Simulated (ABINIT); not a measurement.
Set up this calculation in ABINIT 10.8.3 (patched build), as the native input.

* Task: band structure
* Functional: PBEsol
* Potentials or basis: JTH PAW PBE v2.0
* Cutoff: 517 eV
* k mesh: 11 × 11 × 11
* Occupations: fermi-dirac, width 0.05 eV
* Spin: no spin polarisation
* Fine-grid cutoff: 1034.03 eV

Crystal: TaAs.

```
Ta As
1.0
    -1.72181    1.72181    5.86794
     1.72181   -1.72181    5.86794
     1.72181    1.72181   -5.86794
Ta As
2 2
Direct
  0.49997 0.49997 0.00000
  0.24997 0.74997 0.50000
  0.08263 0.08263 0.00000
  0.83263 0.33263 0.50000
```

The cell is a database's computed one.

The input as run:

run.abi

```
ndtset 2

pp_dirpath "./"
pseudos "Ta.GGA_PBE-JTH.xml, As.GGA_PBE-JTH.xml"

acell 3*1.0
rprim
    -3.2537556923     3.2537556923    11.0888024185
     3.2537556923    -3.2537556923    11.0888024185
     3.2537556923     3.2537556923   -11.0888024185
ntypat 2
znucl 73 33
natom 4
typat 1 1 2 2
xred
     0.4999673000     0.4999673000     0.0000000000
     0.2499673000     0.7499673000     0.5000000000
     0.0826321200     0.0826321200     0.0000000000
     0.8326321200     0.3326321200     0.5000000000

ecut 19.0
pawecutdg 38.0
pawxcdev 0

ixc -116133

occopt 3
tsmear 0.05 eV

nstep 100

iomode 3
prtwf 0
prteig 0
prtebands 0
prtden1 1

kptopt1 1
ngkpt1 11 11 11
nshiftk1 1
shiftk1 0.0 0.0 0.0
nband1 34
tolvrs1 1.0e-9

iscf2 -2
getden2 1
nband2 40
nbdbuf2 4
tolwfr2 1.0e-11
kptopt2 -10
ndivsm2 5
prteig2 1
kptbounds2
     0.0000000000     0.0000000000     0.0000000000
    -0.5000000000     0.5000000000     0.0000000000
    -0.5000000000     0.5000000000    -0.0430497462
    -0.2715248731     0.2715248731    -0.2715248731
     0.0000000000     0.0000000000     0.0000000000
     0.5000000000     0.5000000000    -0.5000000000
     0.2715248731     0.7284751269    -0.7284751269
     0.0000000000     0.5000000000    -0.5000000000
    -0.2500000000     0.7500000000    -0.2500000000
     0.0430497462     0.9569502538    -0.5000000000
     0.5000000000     0.5000000000    -0.5000000000
```

Potentials or basis: JTH PAW PBE v2.0.

The run is started by

```bash
$ abinit run.abi > log 2>&1
```

It gave:

* Pressure: -3.7 GPa
* Largest force: 0.023 eV/Å
* Band gap on the k mesh: none (metal or under the smearing width)
* Valence electrons inside the program's atomic spheres: Ta 10.56; As 12.82

Caveat: the PAW data sets were made with another functional, which shifts forces and pressure a little; spin-orbit coupling is left out, which moves the levels of the heavy elements.

Run time: 23 min on 1 thread of Intel(R) Xeon(R) 6975P-C (Granite Rapids) (shared host), peak memory 0.58 GiB.
